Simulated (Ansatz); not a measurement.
# AlFH5NO: the cost of one run

All numbers below are computed with Ansatz 0.2.0 (RKS B3LYP/cc-pVDZ).

1 further run of the same task is left out (it didn't finish).

**1. The starting structure**

Bond lengths: Al1–F2 2.040 Å, Al1–N3 1.920 Å, N3–H4 1.060 Å, N3–H5 1.060 Å, Al1–H6 1.560 Å, Al1–O7 2.080 Å, O7–H8 1.010 Å. Angles: F2–Al1–N3 120.0°, F2–Al1–H6 120.0°, F2–Al1–O7 71.6°, N3–Al1–H6 120.0°, N3–Al1–O7 96.8°, H6–Al1–O7 101.3°, Al1–N3–H4 120.0°, Al1–N3–H5 120.0°, H4–N3–H5 120.0°, Al1–O7–H8 109.5°.

Coordinates:

```xyz
9

Al    0.0000    0.0000    0.0000
F     0.0000    0.0000    2.0400
N     1.6627    0.0000   -0.9600
H     2.1293   -0.9179   -1.2118
H     2.1141    0.9179   -1.2382
H    -1.3510    0.0000   -0.7800
O     0.0932    1.9717    0.6559
H     0.4919    2.0000    1.5834
H     0.0564    1.1931    1.7520
```

**2. Pulling towards end A**

Springs on the bonds that form and break draw the guess towards this end; the thresholds are loose.

input.yaml

```yaml
crystal:
  periodic: [false, false, false]
  atoms:
    - { symbol: Al, position_ang: [0.0, 0.0, 0.0] }
    - { symbol: F, position_ang: [0.0, 0.0, 2.04] }
    - { symbol: "N", position_ang: [1.6627, 0.0, -0.96] }
    - { symbol: H, position_ang: [2.1293, -0.9179, -1.2118] }
    - { symbol: H, position_ang: [2.1141, 0.9179, -1.2382] }
    - { symbol: H, position_ang: [-1.351, 0.0, -0.78] }
    - { symbol: O, position_ang: [0.0932, 1.9717, 0.6559] }
    - { symbol: H, position_ang: [0.4919, 2.0, 1.5834] }
    - { symbol: H, position_ang: [0.0564, 1.1931, 1.752] }
basis:
  gaussian: { orbitals: cc-pVDZ }
hamiltonian:
  xc: b3lyp
relax:
  f_tol: 0.15
  max_steps: 25
  restrain:
    - { distance: [0, 6], at: 2.98, k: 30.0 }
    - { distance: [8, 1], at: 2.12, k: 30.0 }
    - { distance: [0, 1], at: 1.69, k: 30.0 }
    - { distance: [8, 6], at: 1.01, k: 30.0 }
```

The run is started by

```
$ ansatz run input.yaml --threads 2 --pin off --max-ram 3072MiB --backend cpu --events-out ev --progress --plain --runs-dir out
```

What time and memory should one allow on 2 threads of Arm Neoverse V1, shared host?

About 36 s, with a peak of 0.16 GiB.
